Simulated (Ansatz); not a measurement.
# Si4N: the cost of one run

Method: DFT PBE, scalar-relativistic, plane waves, PAW, unless a step names another level, in Ansatz 0.2.0.

19 further runs of the same task are left out: 1 that didn't finish, 18 set aside as unsound or not needed.

## 1. The formula and the candidates

Pauling electronegativities: Si 1.90, N 3.04 (spread 1.14). No set of common oxidation states balances it. Tabulated atomic sizes suggest about 14 Å³/atom. 42 candidates were drawn, by swapping species into database cells of other compounds, at random by space group and Wyckoff sites, or by hand, as the table says:

```csv
name,made from,space group no.,Wyckoff sites,atoms (primitive cell),V (Å³/atom)
c01,random,5,"Si 2b, 4c, 2b; N 2a",5,16.0
c02,random,141,Si 16g; N 4b,10,17.5
c03,random,191,"Si 2e, 2c; N 1a",5,14.3
c04,random,25,"Si 4i, 4i; N 2e",10,14.0
c05,random,139,"Si 4d, 4c; N 2b",5,16.3
c06,random,71,"Si 2c, 4j, 2d; N 2b",5,16.3
c07,"built by hand: N-terminated Si(111) slab, layered SiN-like",164,"Si 2d, 2d, 2c, 2c; N 2d",10,18.2
c08,random,227,Si 32e; N 8a,10,15.9
c09,built by hand: N-bridged lonsdaleite-like silicon bilayers,187,"Si 2g, 2h; N 1a",5,18.2
c10,database cell of CrAu4,87,Si 8h; N 2a,5,13.2
c11,database cell of VF4,14,"Si 4e, 4e; N 2a",10,15.1
c12,database cell of In4Pb,12,"Si 4i, 4i; N 2a",5,14.7
c13,built by hand: Ni4Mo (D1a),87,Si 8h; N 2a,5,13.5
c14,database cell of SnF4,139,"Si 4e, 4c; N 2a",5,12.4
c15,random,187,"Si 1d, 2g, 1e; N 1b",5,14.0
c16,random,189,"Si 6j, 2e; N 2c",10,14.1
c17,random,173,"Si 2a, 6c; N 2b",10,15.2
c18,random,159,"Si 6c, 2b; N 2b",10,15.5
c19,random,35,"Si 4d, 8f, 4e; N 4e",10,16.9
c20,random,194,"Si 2c, 4f, 2d; N 2b",10,16.9
c21,random,2,"Si 2i, 1f, 1d; N 1e",5,17.6
c22,random,12,"Si 4f, 4i, 4g, 2d, 2b; N 4e",10,15.4
c23,built by hand: Diamond-derived Si8N2 superstructure,88,Si 16f; N 4a,10,16.6
c24,random,160,"Si 3a, 9b; N 3a",5,17.2
c25,database cell of Hg4Pt,229,Si 8c; N 2a,5,13.6
c26,random,166,"Si 18g, 3b, 3a; N 6c",10,15.0
c27,random,167,"Si 18e, 6b; N 6a",10,14.4
c28,random,139,Si 8g; N 2b,5,15.0
c29,built by hand: Fe4N antiperovskite-type,221,"Si 3c, 1a; N 1b",5,13.5
c30,random,132,"Si 2d, 4j, 2a; N 2c",10,15.5
c31,random,166,"Si 6c, 6c; N 3a",5,14.2
c32,random,123,Si 4o; N 1a,5,16.1
c33,database cell of MnFe4,69,"Si 8i, 8i; N 4a",5,13.8
c34,random,115,Si 4k; N 1d,5,16.4
c35,database cell of YbGa4,12,"Si 4i, 4h; N 2a",5,14.5
c36,database cell of Co4H,164,"Si 2d, 2d; N 1a",5,12.7
c37,random,2,"Si 1a, 1g, 2i, 2i, 1e, 1f; N 1h, 1c",10,14.6
c38,database cell of EuGa4,139,"Si 4d, 4e; N 2a",5,14.2
c39,database cell of Mn4N,221,"Si 1a, 3c; N 1b",5,14.5
c40,database cell of SiF4,217,Si 8c; N 2a,5,18.3
c41,database cell of FeB4,58,"Si 4g, 4g; N 2a",10,12.3
c42,random,225,"Si 24e, 4a, 4b; N 8c",10,17.2
```

## 2. Screening run of c16

File input.yaml:

```yaml
crystal:
  lattice:
    - [5.72774274, 0.0, 0.0]
    - [-2.86387137, 4.96037072, 0.0]
    - [0.0, 0.0, 4.94726611]
  atoms:
    - { symbol: Si, position: [0.46484497, 0.2776771, 0.0] }
    - { symbol: Si, position: [0.7223229, 0.18716787, 0.0] }
    - { symbol: Si, position: [0.81283213, 0.53515503, 0.0] }
    - { symbol: Si, position: [0.2776771, 0.46484497, 0.0] }
    - { symbol: Si, position: [0.18716787, 0.7223229, 0.0] }
    - { symbol: Si, position: [0.53515503, 0.81283213, 0.0] }
    - { symbol: Si, position: [0.0, 0.0, 0.19984797] }
    - { symbol: Si, position: [0.0, 0.0, 0.80015203] }
    - { symbol: "N", position: [0.33333333, 0.66666667, 0.0] }
    - { symbol: "N", position: [0.66666667, 0.33333333, 0.0] }
basis:
  ecutwfc: 420
kpoints:
  mp_grid: { grid: [3, 3, 3] }
hamiltonian:
  xc: pbe
scf:
  occupations: { method: gaussian, width: 0.2 }
  lower_state_search: "off"
output:
  forces: true
  stress: true
  eigenvalues: true
relax:
  adjacent_minimum: "off"
  f_tol: 0.08
  max_steps: 16
  cell: { stress_tol: 0.8 }
```

Run with:

```
$ ansatz run input.yaml --threads 1 --pin off --max-ram 2560MiB --backend cpu --events-out ev --progress --plain --runs-dir out
```

**Question.** How long does this run take on 1 thread of Intel Xeon Platinum 8375C at 2.90GHz (Ice Lake), shared host, and how much memory does it need?

About 31 s, with a peak of 0.41 GiB.
